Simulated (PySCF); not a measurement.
# CeOCl: other functionals and bases at one geometry

An exercise on one series of results from a longer session: the logs are not shown, and one member is left open.

The runs use PySCF 2.14.0; several levels, as the steps say, no spin–orbit coupling.

1 further run of the same task is left out (for a known fault of the program).

**The system as given**

3 atoms, charge 0, spin multiplicity 1.

Bond lengths: Ce1–O2 1.882 Å, Ce1–Cl3 2.637 Å. Angles: O2–Ce1–Cl3 113.9°.

As a file:

```xyz
3

Ce    0.3006    0.0000   -0.4549
O     1.8387    0.0000    0.6303
Cl   -1.9627    0.0000    0.8985
```

Formal oxidation states: Ce +3. Each metal's 1 4f electrons lie in its core potential, so multiplicities, spins and levels count the valence alone. An earlier session relaxed this geometry at PBE0, Ce lcecp-1-SVP with ECP47, O def2-SVP, Cl def2-SVP (singlet, point group Cs).

At PBE0 on the finer grid: E = -567.335807 Eh, HOMO -6.99 eV, LUMO -2.14 eV, Mulliken charge on Ce1 +0.88 e, largest force component 0.009 eV/Å. 

Levels to run: PBE; BLYP; PBE0, TZVP. Hardware: 2 threads of Arm Neoverse V2, shared host.

Set-up of the first run:

run.py (the lines that set the calculation)

```python
mol = gto.M(atom='''
Ce     0.30056     0.00000    -0.45489
O      1.83871     0.00000     0.63028
Cl    -1.96273     0.00000     0.89855''',
    basis={'Ce': 'lcecp-1-SVP', 'O': 'def2-SVP', 'Cl': 'def2-SVP'},
    ecp={'Ce': 'lcecp-1-SVP'},
    charge=0, spin=0)
mf = dft.RKS(mol, xc='PBE')
mf.grids.atom_grid = (75, 302)  # f atoms: unpruned, at least (60, 302)
mf = mf.density_fit()  # fitting sets: Ce AutoAux, O def2-universal-JKFIT, Cl def2-universal-JKFIT
mf.conv_tol = 1e-08; mf.max_cycle = 55
mf.kernel(dm0)  # dm0: the density of the relaxed state
```

Launch:

```sh
$ OMP_NUM_THREADS=2 python run.py
```

Among the steps run: PBE; BLYP; PBE0, TZVP.

One of the session's tables, all rows but one given; the rest of the session is left out.

| level | HOMO (eV) | gap (eV) | charge on Ce1 (e) | dipole (D) | largest force component (eV/Å) |
| --- | --- | --- | --- | --- | --- |
| PBE0 (relaxed here) | -6.99 | 4.84 | 0.88 | 7.68 | 0.01 |
| PBE | ? | ? | ? | ? | ? |
| BLYP | -5.47 | 2.72 | 0.71 | 7.08 | 1.10 |
| PBE0, TZVP | -6.99 | 4.87 | 1.24 | 7.91 | 0.26 |

Q: Estimate the row for PBE from the others.

As computed: HOMO (eV): -5.64; gap (eV): 2.91; charge on Ce1 (e): 0.73; dipole (D): 7.11; largest force component (eV/Å): 0.67. In the column «HOMO (eV)» it lies between PBE0, TZVP (-6.99) and BLYP (-5.47).

In one basis the HOMO–LUMO gap runs from 2.72 eV (BLYP) to 4.84 eV (PBE0). The largest leftover force, 1.10 eV/Å with BLYP, stands at a geometry relaxed at another level. With 4f in the core, its levels are missing from HOMO and gap, and its count is fixed, so no charge can pass from the ligands into it. Total energies of different levels can't be compared.
